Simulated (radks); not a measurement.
**Ne in 1s1 2s2 2p6 3d1: an all-electron calculation**

Aim: the levels, the sizes of the orbitals and the parts of the energy of neutral neon.

Method: Dirac Kohn-Sham, Wu-Cohen GGA, spin-unpolarised, spherical densities, point nucleus; open shells fill j = l - 1/2 first. Code: radks (a radial shooting solver on a logarithmic mesh, Libxc functionals) version 1.

## Step 1: Starting point

| Property | Result |
| --- | --- |
| element | neon (Z = 10) |
| charge | 0 |
| electrons | 10 |
| configuration | 1s1 2s2 2p6 3d1 |

## Step 2: The run

Input:

```text
Z 10
configuration 1s1 2s2 2p6 3d1 3s0 3p0 4d0 4f0
relativity Dirac
functional wc,pbe
spin unpolarised
j_filling energy
nucleus point
c 137.035999084
```

Started as:

```console
python run_ks.py task.json out
```

The same process makes all the runs of this session.

**Question.** What will this run give?

**Answer**, as computed:

```
                        quantity                   value
                    total energy       -96.60906 hartree
exchange-correlation share of it                 10.16 %
                            −T/E                  0.9991
          highest occupied level        3d3/2, -0.705 eV
    most extended occupied level  3d3/2, <r> = 10.4 bohr
 radius at density 0.001 e/bohr³               2.55 bohr
    maxima of the radial density                       3
```

What this shows: 3 principal shells are occupied and 3 maxima appear in the radial density. This is not the tabulated ground configuration, so its levels and sizes aren't those of the ground state, and no measured value stands beside it.
